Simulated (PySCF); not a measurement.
# ReO4−: NMR shieldings

Wanted: NMR shieldings for ReO4− (`[O]=[Re-](=[O])(=[O])=[O]`).

Programs: PySCF 2.14.0, with routines of our own; each step states its level. All values are computed. Atoms count from 0.

3 further runs of the same task are left out: 3 for a basis unfit for spin-orbit shieldings.

### 1 The starting structure

5 atoms, charge -1, multiplicity 1; geometry from: GFN2-xTB.

### 2 NMR shieldings: PBE0/x2c-SVPall-2c Re:us-x2c-SVPall-2c, spin-free

Job settings and geometry (Å):

```
{"job": {"xc": "PBE0", "basis": {"default": "x2c-SVPall-2c", "Re": "us-x2c-SVPall-2c"}, "rel": "sf", "kind": "hnmr"}, "charge": -1, "multiplicity": 1}
Re    -0.000030     0.000050    -0.000020
O      0.010230    -0.017420     1.692720
O      1.592590     0.010060    -0.573880
O     -0.805150     1.385830    -0.545120
O     -0.797650    -1.378510    -0.573690
```

Method: PBE0/x2c-SVPall-2c Re:us-x2c-SVPall-2c GIAO NMR shielding, spin-free X2C, Gaussian nuclei, gas phase.

Run with:

```console
$ OMP_NUM_THREADS=1 python heavy_run.py task.json out
```

One launch serves the whole session: the jobs run in the order shown.

Log:

```text
spin-free SCF
coarse grid: 29656 points
cycle   1  E = -16991.4331477859  dE =  1.242e+00  |g| = 3.363e+00  |ddm| = 2.809e+01
cycle   2  E = -16981.4031402400  dE =  1.003e+01  |g| = 8.685e+00  |ddm| = 1.213e+01
cycle   3  E = -16993.2945525495  dE = -1.189e+01  |g| = 1.060e+00  |ddm| = 9.439e+00
cycle   4  E = -16993.4769716172  dE = -1.824e-01  |g| = 2.726e-01  |ddm| = 7.456e-01
cycle   5  E = -16993.4824780360  dE = -5.506e-03  |g| = 1.237e-01  |ddm| = 2.215e-01
cycle   6  E = -16993.4849717267  dE = -2.494e-03  |g| = 2.026e-02  |ddm| = 9.152e-02
cycle   7  E = -16993.4850065569  dE = -3.483e-05  |g| = 1.447e-02  |ddm| = 2.249e-02
cycle   8  E = -16993.4850475107  dE = -4.095e-05  |g| = 7.807e-04  |ddm| = 1.044e-02
cycle   9  E = -16993.4850475794  dE = -6.866e-08  |g| = 2.789e-04  |ddm| = 5.003e-04
final grid: 60424 points
cycle  10  E = -16993.4984672213  dE = -2.147e-06  |g| = 9.841e-04  |ddm| = 2.053e-03
cycle  11  E = -16993.4984665345  dE =  6.867e-07  |g| = 2.259e-03  |ddm| = 2.158e-03
cycle  12  E = -16993.4984673253  dE = -7.907e-07  |g| = 1.914e-04  |ddm| = 1.694e-03
cycle  13  E = -16993.4984673296  dE = -4.286e-09  |g| = 1.007e-04  |ddm| = 1.664e-04
cycle  14  E = -16993.4984673315  dE = -1.906e-09  |g| = 2.054e-05  |ddm| = 7.867e-05
converged SCF energy = -16993.4984673315
check of the scalar solution
cycle   1  E = -16993.4984673317  dE = -1.699e+04  |FDS-SDF| = 3.135e+00
cycle   2  E = -16993.5085903584  dE = -1.012e-02  |FDS-SDF| = 7.242e-03
cycle   3  E = -16993.5085903720  dE = -1.364e-08  |FDS-SDF| = 1.704e-03
cycle   4  E = -16993.5085901455  dE =  2.265e-07  |FDS-SDF| = 1.810e-03
cycle   5  E = -16993.5085905954  dE = -4.499e-07  |FDS-SDF| = 1.878e-04
cycle   6  E = -16993.5085906014  dE = -5.981e-09  |FDS-SDF| = 4.609e-05
converged, E = -16993.5085906014

Field gradients (au) and densities at the nuclei (bohr^-3)
atom        Vxx        Vyy        Vzz        centre      nuclear mean
  0 Re     0.0170     0.0729    -0.0899    1361194.385    1327436.963
  1 O     -0.0843    -0.0846     0.1689        287.176        287.176
  2 O     -0.0844    -0.0845     0.1689        287.176        287.176
  3 O     -0.0841    -0.0846     0.1686        287.176        287.176
  4 O     -0.0842    -0.0846     0.1687        287.176        287.176
without picture change
  0 Re                           0.0605                   3554138.403

Core orbital energies (eV)
atom   shell        mean    spread
  0 Re 1s       -71567.488   0.000
  0 Re 2s       -12441.588   0.000
  0 Re 3s        -2895.217   0.000
  0 Re 4s         -610.489   0.000
  0 Re 5s          -86.908   0.000
  0 Re 2p       -10896.038   0.032
  0 Re 3p        -2434.915   0.008
  0 Re 4p         -457.947   0.003
  0 Re 5p          -47.962   0.000
  0 Re 3d        -1894.010   0.001
  0 Re 4d         -261.183   0.005
  0 Re 4f          -43.553   0.043

Shielding tensors (ppm)
atom      isotropic    diamagn.    paramagn.     s11        s22        s33       span
  0 Re      135.25     9072.24    -8936.99     135.00     135.21     135.54       0.54
  1 O      -224.81      401.27     -626.08    -254.24    -254.04    -166.14      88.10
  2 O      -224.81      401.27     -626.09    -254.20    -254.09    -166.15      88.04
  3 O      -224.82      401.28     -626.10    -254.21    -254.13    -166.14      88.07
  4 O      -224.82      401.27     -626.09    -254.20    -254.09    -166.16      88.04
```

Wall time 38 s (1 thread of Arm Neoverse V1, shared host); peak memory 0.93 GiB.

### 3 NMR shieldings: PBE0/x2c-SVPall-2c Re:us-x2c-SVPall-2c in water, spin-free

Job settings and geometry (Å):

```
{"job": {"xc": "PBE0", "basis": {"default": "x2c-SVPall-2c", "Re": "us-x2c-SVPall-2c"}, "rel": "sf", "solvent": "water", "kind": "hnmr"}, "charge": -1, "multiplicity": 1}
Re    -0.000030     0.000050    -0.000020
O      0.010230    -0.017420     1.692720
O      1.592590     0.010060    -0.573880
O     -0.805150     1.385830    -0.545120
O     -0.797650    -1.378510    -0.573690
```

With the program's defaults for keys left out, this is: PBE0/x2c-SVPall-2c Re:us-x2c-SVPall-2c GIAO NMR shielding, spin-free X2C, Gaussian nuclei, IEF-PCM water.

Log:

```text
spin-free SCF
coarse grid: 29656 points
cycle   1  E = -16991.5597760762  dE =  1.115e+00  |g| = 3.332e+00  |ddm| = 2.809e+01
cycle   2  E = -16982.1705356095  dE =  9.389e+00  |g| = 8.464e+00  |ddm| = 1.160e+01
cycle   3  E = -16993.4049361952  dE = -1.123e+01  |g| = 9.904e-01  |ddm| = 8.930e+00
cycle   4  E = -16993.5652830557  dE = -1.603e-01  |g| = 2.645e-01  |ddm| = 7.083e-01
cycle   5  E = -16993.5707793654  dE = -5.496e-03  |g| = 1.111e-01  |ddm| = 2.118e-01
cycle   6  E = -16993.5727585153  dE = -1.979e-03  |g| = 2.131e-02  |ddm| = 8.345e-02
cycle   7  E = -16993.5728044765  dE = -4.596e-05  |g| = 1.435e-02  |ddm| = 2.292e-02
cycle   8  E = -16993.5728441903  dE = -3.971e-05  |g| = 5.887e-04  |ddm| = 1.061e-02
cycle   9  E = -16993.5728442219  dE = -3.164e-08  |g| = 2.820e-04  |ddm| = 4.405e-04
final grid: 60424 points
cycle  10  E = -16993.5862636359  dE = -2.147e-06  |g| = 9.937e-04  |ddm| = 2.066e-03
cycle  11  E = -16993.5862629789  dE =  6.570e-07  |g| = 2.223e-03  |ddm| = 2.138e-03
cycle  12  E = -16993.5862637418  dE = -7.630e-07  |g| = 1.872e-04  |ddm| = 1.665e-03
cycle  13  E = -16993.5862637477  dE = -5.813e-09  |g| = 2.852e-05  |ddm| = 1.380e-04
converged SCF energy = -16993.5862637477
check of the scalar solution
cycle   1  E = -16993.5862637479  dE = -1.699e+04  |FDS-SDF| = 3.135e+00
cycle   2  E = -16993.5963894899  dE = -1.013e-02  |FDS-SDF| = 7.241e-03
cycle   3  E = -16993.5963895093  dE = -1.938e-08  |FDS-SDF| = 1.696e-03
cycle   4  E = -16993.5963893073  dE =  2.020e-07  |FDS-SDF| = 1.760e-03
cycle   5  E = -16993.5963897276  dE = -4.203e-07  |FDS-SDF| = 1.806e-04
cycle   6  E = -16993.5963897330  dE = -5.395e-09  |FDS-SDF| = 4.265e-05
converged, E = -16993.5963897330

Field gradients (au) and densities at the nuclei (bohr^-3)
atom        Vxx        Vyy        Vzz        centre      nuclear mean
  0 Re     0.0172     0.0729    -0.0901    1361194.380    1327436.958
  1 O     -0.0868    -0.0870     0.1738        287.165        287.165
  2 O     -0.0869    -0.0870     0.1738        287.165        287.165
  3 O     -0.0865    -0.0870     0.1735        287.165        287.165
  4 O     -0.0866    -0.0870     0.1736        287.165        287.165
without picture change
  0 Re                           0.0605                   3554138.387

Core orbital energies (eV)
atom   shell        mean    spread
  0 Re 1s       -71572.214   0.000
  0 Re 2s       -12446.313   0.000
  0 Re 3s        -2899.941   0.000
  0 Re 4s         -615.213   0.000
  0 Re 5s          -91.630   0.000
  0 Re 2p       -10900.763   0.032
  0 Re 3p        -2439.640   0.008
  0 Re 4p         -462.672   0.003
  0 Re 5p          -52.691   0.000
  0 Re 3d        -1898.735   0.001
  0 Re 4d         -265.907   0.005
  0 Re 4f          -48.276   0.043

Shielding tensors (ppm)
atom      isotropic    diamagn.    paramagn.     s11        s22        s33       span
  0 Re      135.80     9071.99    -8936.19     135.54     135.77     136.08       0.54
  1 O      -222.43      401.29     -623.72    -252.36    -252.16    -162.78      89.58
  2 O      -222.49      401.28     -623.77    -252.39    -252.24    -162.84      89.54
  3 O      -222.48      401.29     -623.76    -252.35    -252.27    -162.80      89.55
  4 O      -222.47      401.28     -623.75    -252.35    -252.23    -162.82      89.54
```

Wall time 38 s (1 thread of Arm Neoverse V1, shared host); peak memory 0.89 GiB.

### 4 NMR shieldings: PBE0/x2c-SVPall-2c Re:us-x2c-SVPall-2c in dichloromethane, spin-free

Job settings and geometry (Å):

```
{"job": {"xc": "PBE0", "basis": {"default": "x2c-SVPall-2c", "Re": "us-x2c-SVPall-2c"}, "rel": "sf", "solvent": "dichloromethane", "kind": "hnmr"}, "charge": -1, "multiplicity": 1}
Re    -0.000030     0.000050    -0.000020
O      0.010230    -0.017420     1.692720
O      1.592590     0.010060    -0.573880
O     -0.805150     1.385830    -0.545120
O     -0.797650    -1.378510    -0.573690
```

Method: PBE0/x2c-SVPall-2c Re:us-x2c-SVPall-2c GIAO NMR shielding, spin-free X2C, Gaussian nuclei, IEF-PCM dichloromethane.

Log:

```text
spin-free SCF
coarse grid: 29656 points
cycle   1  E = -16991.5446144181  dE =  1.131e+00  |g| = 3.337e+00  |ddm| = 2.809e+01
cycle   2  E = -16982.0619087028  dE =  9.483e+00  |g| = 8.497e+00  |ddm| = 1.168e+01
cycle   3  E = -16993.3926301987  dE = -1.133e+01  |g| = 1.001e+00  |ddm| = 9.007e+00
cycle   4  E = -16993.5563484908  dE = -1.637e-01  |g| = 2.655e-01  |ddm| = 7.136e-01
cycle   5  E = -16993.5618278247  dE = -5.479e-03  |g| = 1.130e-01  |ddm| = 2.129e-01
cycle   6  E = -16993.5638684375  dE = -2.041e-03  |g| = 2.262e-02  |ddm| = 8.484e-02
cycle   7  E = -16993.5639239381  dE = -5.550e-05  |g| = 1.467e-02  |ddm| = 2.370e-02
cycle   8  E = -16993.5639653994  dE = -4.146e-05  |g| = 6.060e-04  |ddm| = 1.099e-02
cycle   9  E = -16993.5639654328  dE = -3.343e-08  |g| = 2.827e-04  |ddm| = 4.375e-04
final grid: 60424 points
cycle  10  E = -16993.5773848802  dE = -2.146e-06  |g| = 9.961e-04  |ddm| = 2.067e-03
cycle  11  E = -16993.5773842119  dE =  6.683e-07  |g| = 2.240e-03  |ddm| = 2.152e-03
cycle  12  E = -16993.5773849871  dE = -7.753e-07  |g| = 1.867e-04  |ddm| = 1.677e-03
cycle  13  E = -16993.5773849928  dE = -5.704e-09  |g| = 3.269e-05  |ddm| = 1.385e-04
converged SCF energy = -16993.5773849928
check of the scalar solution
cycle   1  E = -16993.5773849928  dE = -1.699e+04  |FDS-SDF| = 3.135e+00
cycle   2  E = -16993.5875103815  dE = -1.013e-02  |FDS-SDF| = 7.240e-03
cycle   3  E = -16993.5875104017  dE = -2.018e-08  |FDS-SDF| = 1.693e-03
cycle   4  E = -16993.5875101958  dE =  2.059e-07  |FDS-SDF| = 1.763e-03
cycle   5  E = -16993.5875106203  dE = -4.245e-07  |FDS-SDF| = 1.815e-04
cycle   6  E = -16993.5875106251  dE = -4.784e-09  |FDS-SDF| = 4.290e-05
converged, E = -16993.5875106251

Field gradients (au) and densities at the nuclei (bohr^-3)
atom        Vxx        Vyy        Vzz        centre      nuclear mean
  0 Re     0.0172     0.0730    -0.0903    1361194.382    1327436.961
  1 O     -0.0863    -0.0865     0.1728        287.167        287.166
  2 O     -0.0863    -0.0865     0.1728        287.167        287.167
  3 O     -0.0860    -0.0865     0.1725        287.167        287.167
  4 O     -0.0860    -0.0865     0.1726        287.167        287.167
without picture change
  0 Re                           0.0607                   3554138.394

Core orbital energies (eV)
atom   shell        mean    spread
  0 Re 1s       -71571.745   0.000
  0 Re 2s       -12445.844   0.000
  0 Re 3s        -2899.473   0.000
  0 Re 4s         -614.744   0.000
  0 Re 5s          -91.162   0.000
  0 Re 2p       -10900.295   0.032
  0 Re 3p        -2439.171   0.008
  0 Re 4p         -462.203   0.003
  0 Re 5p          -52.215   0.000
  0 Re 3d        -1898.266   0.001
  0 Re 4d         -265.439   0.005
  0 Re 4f          -47.808   0.043

Shielding tensors (ppm)
atom      isotropic    diamagn.    paramagn.     s11        s22        s33       span
  0 Re      135.78     9072.04    -8936.26     135.54     135.73     136.08       0.54
  1 O      -222.65      401.27     -623.92    -252.45    -252.26    -163.25      89.19
  2 O      -222.78      401.27     -624.05    -252.59    -252.38    -163.37      89.22
  3 O      -222.77      401.27     -624.04    -252.52    -252.46    -163.33      89.18
  4 O      -222.76      401.27     -624.02    -252.53    -252.39    -163.34      89.19
```

It took 38 s on 1 thread of Arm Neoverse V1, shared host; peak memory 0.89 GiB.

### 5 Shieldings side by side

```tsv
run	O1	O3	O4	O2	Re0	time
step 2, PBE0/x2c-SVPall-2c Re:us-x2c-SVPall-2c, spin-free	-224.8	-224.8	-224.8	-224.8	135.3	38 s
step 3, PBE0/x2c-SVPall-2c Re:us-x2c-SVPall-2c in water, spin-free	-222.4	-222.5	-222.5	-222.5	135.8	38 s
step 4, PBE0/x2c-SVPall-2c Re:us-x2c-SVPall-2c in dichloromethane, spin-free	-222.7	-222.8	-222.8	-222.8	135.8	38 s
```

### 6 What came out

| quantity | value |
| --- | --- |
| shieldings (step 2, PBE0/x2c-SVPall-2c Re:us-x2c-SVPall-2c, spin-free) | Re0 135.3, O1 -224.8, O2 -224.8, O3 -224.8, O4 -224.8 ppm |
| shieldings (step 3, PBE0/x2c-SVPall-2c Re:us-x2c-SVPall-2c in water, spin-free) | Re0 135.8, O1 -222.4, O2 -222.5, O3 -222.5, O4 -222.5 ppm |
| shieldings (step 4, PBE0/x2c-SVPall-2c Re:us-x2c-SVPall-2c in dichloromethane, spin-free) | Re0 135.8, O1 -222.7, O2 -222.8, O3 -222.8, O4 -222.8 ppm |

What this shows: A continuum can't give the shift that close solvent molecules cause at an ion. O1 (with its equivalent atoms) moves most between the runs, by 2 ppm; the labels say what changes from run to run. No run holds spin-orbit coupling, which is large for shieldings at and beside heavy atoms. The geometry comes from tight binding, which is rough for metal atoms, and these values hang on it.
